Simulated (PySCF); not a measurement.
**CH5B2N (SMILES BB1CN1) at 6 levels**

Wanted: a comparison of 6 runs (HF/3-21G, SVWN5/6-31G*, BLYP/pcseg-1, PBE0/def2-SVP, B3LYP/6-311+G**, CCSD(T)/cc-pVDZ) of CH5B2N. Input form: a Python script.

The calculation is run with PySCF 2.14.0.

## (1) The system as given

CH5B2N has 9 atoms, charge 0, and is taken as a singlet. As SMILES, `BB1CN1`. Geometry: relaxed at PBE0-D4/def2-TZVP.

Bond lengths: B1–B2 1.632 Å, B2–C3 1.590 Å, B2–N4 1.356 Å, C3–N4 1.443 Å, B1–H5 1.198 Å, B1–H6 1.197 Å, C3–H7 1.088 Å, C3–H8 1.090 Å, N4–H9 1.003 Å. Some angles: B1–B2–C3 146.8°, B1–B2–N4 155.1°, C3–B2–N4 58.0°, B2–C3–N4 52.8°, B2–N4–C3 69.2°, B2–B1–H5 121.0°, B2–B1–H6 122.0°, B2–C3–H7 121.4°, B2–C3–H8 118.9°, N4–C3–H7 116.7°.

## (2) Energy and forces at HF/3-21G (run 1)

Input file run.py:

```python
# BB1CN1
import pyscf.grad
from pyscf import gto, scf

mol = gto.M(
    atom='''
B       -0.727500       1.327800      -0.994400
B       -0.166400       0.197400       0.041000
C        0.575300      -1.198500       0.211800
N        0.142600      -0.307600       1.260600
H        0.018000       2.098200      -1.529000
H       -1.879100       1.377000      -1.318200
H        0.039400      -2.141000       0.119200
H        1.640700      -1.259400      -0.010100
H        0.445400      -0.140300       2.202200
''',
    verbose=4,
    basis='3-21g',
    max_memory=1860,
    spin=0,
    charge=0,
)

mf = scf.RHF(mol)
mf.conv_tol = 1e-10
mf.kernel()
if not mf.converged:
    mf = mf.newton().run(mf.mo_coeff, mf.mo_occ)

energy = mf.e_tot
print('Final energy', energy)
grad = mf.Gradients().kernel()
mf.analyze()
```

On the command line:

```bash
$ OMP_NUM_THREADS=1 python run.py
```

What it wrote:

```text
PySCF version 2.14.0

[... 80 lines left out ...]
Nuclear Repulsion Energy =              90.442177225470132
[... 11 lines left out ...]
MO #6   energy= -0.868256311551815 occ= 2
[... 9 lines left out ...]
MO #16  energy= 0.16619635975504   occ= 0
[... 9 lines left out ...]
MO #26  energy= 0.635243976465151  occ= 0
[... 9 lines left out ...]
MO #36  energy= 1.25534301850839   occ= 0
[... 9 lines left out ...]
MO #46  energy= 3.0481569717188    occ= 0
[... 58 lines left out ...]
Dipole moment(X, Y, Z, Debye):  0.70629,  0.16803,  0.92530
```

It took 2.3 s on 1 thread of Intel Xeon at 2.50GHz (Skylake/Cascade Lake), shared host; peak memory 0.12 GiB.

## (3) Energy and forces at SVWN5/6-31G(d) (spherical functions) (run 2)

Input file calc.py:

```python
# BB1CN1
import pyscf.grad
from pyscf import gto, dft

molecule = gto.M(
    atom='''
B       -0.727500       1.327800      -0.994400
B       -0.166400       0.197400       0.041000
C        0.575300      -1.198500       0.211800
N        0.142600      -0.307600       1.260600
H        0.018000       2.098200      -1.529000
H       -1.879100       1.377000      -1.318200
H        0.039400      -2.141000       0.119200
H        1.640700      -1.259400      -0.010100
H        0.445400      -0.140300       2.202200
''',
    max_memory=1860,
    charge=0,
    basis='6-31g*',
    spin=0,
    verbose=4,
)

mf = dft.RKS(molecule)
mf.xc = 'svwn'
mf.grids.level = 5
mf.conv_tol = 1e-10
mf.kernel()
if not mf.converged:
    mf = mf.newton().run(mf.mo_coeff, mf.mo_occ)

e_tot = mf.e_tot
print('Final energy', e_tot)
grad = mf.Gradients().kernel()
dip = mf.dip_moment()
pop, q = mf.mulliken_pop()
```

On the command line:

```bash
$ OMP_NUM_THREADS=1 python calc.py
```

What it wrote:

```text
PySCF version 2.14.0

[... 81 lines left out ...]
converged SCF energy = -144.086081258455
Final energy -144.08608125845467
[... 12 lines left out ...]
Dipole moment(X, Y, Z, Debye):  0.88657, -0.48657,  1.54454
[... 76 lines left out ...]
charge of    8H =      0.33332
```

Run time: 25 s. Hardware: 1 thread of Intel Xeon at 2.50GHz (Skylake/Cascade Lake), shared host; peak memory 0.37 GiB.

## (4) Energy and forces at BLYP/pcseg-1 (run 3)

Input file calc.py:

```python
import pyscf.grad
from pyscf import gto, dft

molecule = gto.M(
    atom=[
    ('B', (-0.727500, 1.327800, -0.994400)),
    ('B', (-0.166400, 0.197400, 0.041000)),
    ('C', (0.575300, -1.198500, 0.211800)),
    ('N', (0.142600, -0.307600, 1.260600)),
    ('H', (0.018000, 2.098200, -1.529000)),
    ('H', (-1.879100, 1.377000, -1.318200)),
    ('H', (0.039400, -2.141000, 0.119200)),
    ('H', (1.640700, -1.259400, -0.010100)),
    ('H', (0.445400, -0.140300, 2.202200)),
],
    basis='pcseg-1',
    verbose=4,
    max_memory=1860,
    charge=0,
)

mf = dft.RKS(molecule, xc='blyp')
mf.conv_tol = 1e-10
mf.grids.level = 5
mf.kernel()
if not mf.converged:
    mf = mf.newton().run(mf.mo_coeff, mf.mo_occ)

e_tot = mf.e_tot
print(f'total energy: {e_tot:.8f} hartree')
grad = mf.Gradients().kernel()
mf.analyze()
```

On the command line:

```bash
$ OMP_NUM_THREADS=1 python calc.py
```

What it wrote:

```text
PySCF version 2.14.0

[... 102 lines left out ...]
MO #1   energy= -14.0171214651984  occ= 2
[... 15 lines left out ...]
MO #17  energy= 0.0298566573484225 occ= 0
[... 15 lines left out ...]
MO #33  energy= 0.455823265947871  occ= 0
[... 15 lines left out ...]
MO #49  energy= 1.33791641533238   occ= 0
[... 15 lines left out ...]
MO #65  energy= 2.16339020133751   occ= 0
[... 15 lines left out ...]
MO #81  energy= 3.5657173638127    occ= 0
[... 93 lines left out ...]
Dipole moment(X, Y, Z, Debye):  0.78360, -0.36954,  1.40465
```

Run time: 50 s. Hardware: 1 thread of Intel Xeon at 2.50GHz (Skylake/Cascade Lake), shared host; peak memory 0.81 GiB.

Runs 4 to 5 aren't shown in full; the table further down has their settings and results.

## (5) A single-point energy at CCSD(T)/cc-pVDZ (run 6)

Input file calc.py:

```python
from pyscf import gto, cc

mol = gto.Mole()
mol.atom = '''
B     -1.374776     2.509178    -1.879144
B     -0.314450     0.373032     0.077479
C      1.087159    -2.264837     0.400244
N      0.269475    -0.581280     2.382189
H      0.034015     3.965023    -2.889391
H     -3.550984     2.602153    -2.491037
H      0.074455    -4.045904     0.225255
H      3.100474    -2.379921    -0.019086
H      0.841684    -0.265129     4.161555
'''
mol.unit = 'bohr'
mol.basis = 'cc-pvdz'
mol.max_memory = 1860
mol.verbose = 4
mol.build()

calc0 = mol.RHF()
calc0.conv_tol = 1e-10
calc0.kernel()
if not calc0.converged:
    calc0 = calc0.newton().run(calc0.mo_coeff, calc0.mo_occ)

mycc = cc.CCSD(calc0, frozen=4)
mycc.kernel()
e_t = mycc.ccsd_t()
e_tot = mycc.e_tot + e_t
print(f'total energy: {e_tot:.8f} hartree')
dip = calc0.dip_moment()
pop, q = calc0.mulliken_pop()
```

On the command line:

```bash
$ OMP_NUM_THREADS=1 python calc.py
```

What it wrote:

```text
PySCF version 2.14.0

[... 65 lines left out ...]
converged SCF energy = -144.543609618282
[... 12 lines left out ...]
Init t2, MP2 energy = -145.006560366069  E_corr(MP2) -0.462950747786688
[... 14 lines left out ...]
CCSD converged
[... 2 lines left out ...]
total energy: -145.06702457 hartree
Dipole moment(X, Y, Z, Debye):  0.55187,  0.16331,  0.97311
[... 91 lines left out ...]
charge of    8H =      0.11586
```

It took 30 s on 1 thread of Intel Xeon at 2.50GHz (Skylake/Cascade Lake), shared host; peak memory 0.38 GiB.

## (6) The series

```csv
run,level,integration grid,task,energy (Eh),dipole moment (D) of the reference,HOMO energy (eV),LUMO energy (eV),wall time
1,HF/3-21G,–,gradient,-143.723295,1.18,-10.27,2.09,2.3 s
2,SVWN5/6-31G* (spherical functions),5,gradient,-144.086081,1.85,-6.11,-2.57,25 s
3,BLYP/pcseg-1,5,gradient,-145.409064,1.65,-6.13,-2.50,50 s
4,PBE0/def2-SVP,5,gradient,-145.211911,1.55,-7.44,-1.67,50 s
5,B3LYP/6-311+G**,5,gradient,-145.556667,1.38,-7.31,-2.04,87 s
6,CCSD(T)/cc-pVDZ,–,energy,-145.067025,1.13,-10.18,1.93,30 s
```

## (7) Summary of results

| quantity | value |
| --- | --- |
| run 6: total energy | -145.06702 Eh |
| run 6: dipole moment (Hartree–Fock density) | 1.13 D |
| run 6: HOMO energy (Hartree–Fock orbitals) | -10.18 eV |
| run 6: LUMO energy (Hartree–Fock orbitals) | 1.93 eV |
| run 6: HOMO–LUMO gap (Hartree–Fock orbitals) | 12.11 eV |
| run 6: correlation energy (4 core orbitals frozen) | -523.4 mEh |
| run 6: (T) correction | -16.58 mEh |
| run 6: T1 diagnostic | 0.016 |

What this shows: Over runs 1, 2, 3, 4, 5 the dipole moment (its size) runs from 1.18 D (HF/3-21G) to 1.85 D (SVWN5/6-31G*). The two ends differ in method and basis. Over runs 1, 2, 3, 4, 5 the HOMO–LUMO gap runs from 3.54 eV (SVWN5/6-31G*) to 12.36 eV (HF/3-21G). Totals of different functionals can't be ranked against each other. All runs together took 4.1 min, the longest 87 s.
